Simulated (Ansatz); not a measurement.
**C₂H₆BNS: up Jacob's ladder to CCSD(T)**

The task here is to estimate one member of a computed series from the others.

Program: Ansatz 0.2.0, Gaussian basis. Level of theory: functionals in def2-TZVPP, the program's frozen cores in correlated methods. These are calculated values, not measurements.

Plan: LDA (SPW92), PBE-D4, revPBE-D4, BLYP-D4, r2SCAN-D4, B97M-V, PBE0-D4, B3LYP-D4, r2SCANh-D4, r2SCAN0-D4, HSE06-D4, BHLYP-D4, CAM-B3LYP-D4, LC-ωPBE, ωB97X-V, ωB97M-V, B2PLYP, PBE-QIDH; CCSD(T)/def2-SVP; CCSD(T)/def2-TZVPP; MP2/def2-QZVPP; extrapolation to the limit; RPA on PBE.

## Structure used throughout

All runs share one geometry, relaxed beforehand with PBE0-D4 in a triple-zeta def2 set.

11 atoms, charge 0, spin multiplicity 1.

Atoms are counted from 1 here; the program's logs count them from 0.

Bond lengths: N1–C2 1.329 Å, N1–H6 1.005 Å, N1–H7 1.006 Å, C2–B3 1.536 Å, C2–H8 1.086 Å, B3–C4 1.563 Å, B3–S5 1.952 Å, B3–H9 1.197 Å, C4–S5 1.816 Å, C4–H10 1.085 Å, C4–H11 1.087 Å. Angles: C2–N1–H6 122.1°, C2–N1–H7 119.3°, H6–N1–H7 116.9°, N1–C2–B3 124.9°, N1–C2–H8 114.2°, B3–C2–H8 120.9°, C2–B3–C4 110.7°, C2–B3–S5 83.3°, C2–B3–H9 122.7°, C4–B3–S5 61.0°, C4–B3–H9 126.6°, S5–B3–H9 121.3°, B3–C4–S5 70.1°, B3–C4–H10 117.0°, B3–C4–H11 122.7°, S5–C4–H10 112.5°, S5–C4–H11 113.2°, H10–C4–H11 113.3° and more.

As a file:

```
N    -1.41291    1.10709    0.85128
C    -0.76054    0.10049    0.28021
B     0.76548   -0.07404    0.28675
C     1.20082   -1.16872   -0.73993
S     0.58569    0.29478   -1.62173
H    -2.38287    1.29077    0.66282
H    -0.89139    1.83592    1.30922
H    -1.40515   -0.64217   -0.18130
H     1.48788    0.58057    0.98148
H     2.26679   -1.31914   -0.87858
H     0.61181   -2.06265   -0.92942
```

The first run:

in.yaml

```yaml
crystal:
  periodic: [false, false, false]
  atoms:
    - {symbol: N, position_ang: [-1.412914, 1.107090, 0.851281]}
    - {symbol: C, position_ang: [-0.760543, 0.100486, 0.280213]}
    - {symbol: B, position_ang: [0.765478, -0.074041, 0.286746]}
    - {symbol: C, position_ang: [1.200822, -1.168722, -0.739927]}
    - {symbol: S, position_ang: [0.585687, 0.294784, -1.621734]}
    - {symbol: H, position_ang: [-2.382869, 1.290769, 0.662822]}
    - {symbol: H, position_ang: [-0.891394, 1.835922, 1.309221]}
    - {symbol: H, position_ang: [-1.405151, -0.642173, -0.181305]}
    - {symbol: H, position_ang: [1.487877, 0.580572, 0.981482]}
    - {symbol: H, position_ang: [2.266794, -1.319139, -0.878585]}
    - {symbol: H, position_ang: [0.611813, -2.062647, -0.929416]}
basis:
  gaussian: {orbitals: def2-TZVPP}
hamiltonian: {xc: lda}
output: {orbitals: {seedname: orbitals}}
```

Command:

```
$ ansatz run in.yaml --threads 4 --pin off --events-out ev --progress --plain --max-ram 10444MiB
```

Steps of the session up to this table: LDA; PBE-D4 (GGA); revPBE-D4 (GGA); BLYP-D4 (GGA); r2SCAN-D4 (meta-GGA); B97M-V (meta-GGA); PBE0-D4 (hybrid); B3LYP-D4 (hybrid); r2SCANh-D4 (hybrid); r2SCAN0-D4 (hybrid); HSE06-D4 (hybrid); BHLYP-D4 (hybrid); CAM-B3LYP-D4 (range-separated); LC-ωPBE (range-separated); ωB97X-V (range-separated); ωB97M-V (range-separated); B2PLYP (double hybrid); PBE-QIDH (double hybrid).

One of the session's tables, all rows but one given; the rest of the session is left out.

It belongs to the step «Orbital energies across the functionals». 

| functional | HOMO (eV) | gap (eV) |
| --- | --- | --- |
| LDA (SPW92) | -5.35 | 3.43 |
| PBE-D4 | -5.21 | 3.51 |
| revPBE-D4 | -5.16 | 3.54 |
| BLYP-D4 | -5.04 | 3.46 |
| r2SCAN-D4 | ? | ? |
| B97M-V | -5.49 | 4.00 |
| PBE0-D4 | -6.33 | 5.53 |
| B3LYP-D4 | -6.10 | 5.08 |
| r2SCANh-D4 | -5.84 | 4.66 |
| r2SCAN0-D4 | -6.48 | 5.79 |
| HSE06-D4 | -5.94 | 4.76 |
| BHLYP-D4 | -7.30 | 7.52 |
| CAM-B3LYP-D4 | -7.57 | 7.83 |
| LC-ωPBE | -8.90 | 10.23 |
| ωB97X-V | -8.56 | 9.85 |
| ωB97M-V | -8.42 | 9.59 |

**Question.** Estimate the row for r2SCAN-D4.

Worked estimate for «HOMO (eV)». Against the share of exact exchange, r2SCANh-D4 (0.1, -5.84), r2SCAN0-D4 (0.25, -6.48) give a slope of -4.27 per unit share; at 0 the line stands at -5.41.

As computed: HOMO (eV): -5.42; gap (eV): 3.90. In «HOMO (eV)» the line misses by +0.01.
